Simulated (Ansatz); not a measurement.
# CH₃AlClFSi: a ladder of functionals and wavefunction methods

The task here is to estimate one member of a computed series from the others.

Computed with Ansatz 0.2.0, Gaussian basis. Level: functionals in def2-TZVPP, the program's frozen cores in correlated methods.

Levels to be run: LDA (SPW92), PBE-D4, revPBE-D4, BLYP-D4, r2SCAN-D4, B97M-V, PBE0-D4, B3LYP-D4, r2SCANh-D4, r2SCAN0-D4, HSE06-D4, BHLYP-D4, CAM-B3LYP-D4, LC-ωPBE, ωB97X-V, ωB97M-V, B2PLYP, PBE-QIDH; CCSD(T)/def2-SVP; CCSD(T)/def2-TZVPP; MP2/def2-QZVPP; extrapolation to the limit; RPA on PBE.

### The geometry

All runs share one geometry, relaxed beforehand with PBE0-D4 in a triple-zeta def2 set.

SMILES `F[Si]1(Cl)[CH2][AlH]1`, 8 atoms, charge 0, spin multiplicity 1.

Atoms are counted from 1 here; the program's logs count them from 0.

Bond lengths: F1–Si2 1.597 Å, Si2–Cl3 2.059 Å, Si2–C4 1.862 Å, Si2–Al5 2.322 Å, C4–Al5 1.979 Å, C4–H6 1.109 Å, C4–H7 1.089 Å, Al5–H8 1.582 Å. Angles: F1–Si2–Cl3 106.5°, F1–Si2–C4 118.5°, F1–Si2–Al5 137.5°, Cl3–Si2–C4 111.0°, Cl3–Si2–Al5 114.8°, C4–Si2–Al5 55.1°, Si2–C4–Al5 74.3°, Si2–C4–H6 105.8°, Si2–C4–H7 126.9°, Al5–C4–H6 98.2°, Al5–C4–H7 135.5°, H6–C4–H7 109.3°, Si2–Al5–C4 50.5°, Si2–Al5–H8 167.5°, C4–Al5–H8 141.5°.

Set-up of the first run:

Contents of in.yaml:

```yaml
crystal:
  periodic: [false, false, false]
  atoms:
    - {symbol: F, position_ang: [0.400404, -1.069445, 2.206363]}
    - {symbol: Si, position_ang: [0.434667, -0.811590, 0.630873]}
    - {symbol: Cl, position_ang: [2.270609, -1.467675, -0.030083]}
    - {symbol: C, position_ang: [0.074195, 0.903309, 0.001921]}
    - {symbol: Al, position_ang: [-1.081817, -0.307309, -1.053408]}
    - {symbol: H, position_ang: [-0.702030, 1.315050, 0.678027]}
    - {symbol: H, position_ang: [0.799956, 1.682001, -0.229039]}
    - {symbol: H, position_ang: [-2.103785, -0.301540, -2.260354]}
basis:
  gaussian: {orbitals: def2-TZVPP}
hamiltonian: {xc: lda}
output: {orbitals: {seedname: orbitals}}
```

Command:

```console
$ ansatz run in.yaml --threads 2 --pin off --events-out ev --progress --plain --max-ram 4352MiB
```

Among the steps run: LDA; PBE-D4 (GGA); revPBE-D4 (GGA); BLYP-D4 (GGA); r2SCAN-D4 (meta-GGA); B97M-V (meta-GGA); B3LYP-D4 (hybrid); r2SCANh-D4 (hybrid); r2SCAN0-D4 (hybrid); HSE06-D4 (hybrid); BHLYP-D4 (hybrid); CAM-B3LYP-D4 (range-separated); LC-ωPBE (range-separated); ωB97X-V (range-separated); ωB97M-V (range-separated); B2PLYP (double hybrid); PBE-QIDH (double hybrid).

One of the session's tables, all rows but one given; the rest of the session is left out.

It belongs to the step «Orbital energies across the functionals». 

```
  functional  HOMO (eV)  LUMO (eV)  gap (eV)
 LDA (SPW92)      -5.61      -3.19      2.42
      PBE-D4      -5.50      -2.95      2.55
   revPBE-D4      -5.45      -2.85      2.61
     BLYP-D4          ?          ?         ?
   r2SCAN-D4      -5.70      -2.72      2.98
      B97M-V      -5.71      -2.83      2.89
     PBE0-D4      -6.52      -2.20      4.32
    B3LYP-D4      -6.35      -2.36      3.99
  r2SCANh-D4      -6.07      -2.45      3.62
  r2SCAN0-D4      -6.64      -2.07      4.58
    HSE06-D4      -6.13      -2.57      3.56
    BHLYP-D4      -7.46      -1.37      6.09
CAM-B3LYP-D4      -7.75      -1.20      6.56
     LC-ωPBE      -8.97      -0.15      8.82
     ωB97X-V      -8.69      -0.24      8.44
     ωB97M-V      -8.47      -0.49      7.98
```

**Question.** Estimate the row for BLYP-D4.

Worked estimate for «HOMO (eV)». Against the share of exact exchange, B3LYP-D4 (0.2, -6.35), BHLYP-D4 (0.5, -7.46) give a slope of -3.70 per unit share; at 0 the line stands at -5.61.

As computed: HOMO (eV): -5.38; LUMO (eV): -2.79; gap (eV): 2.58. In «HOMO (eV)» the line misses by -0.23.
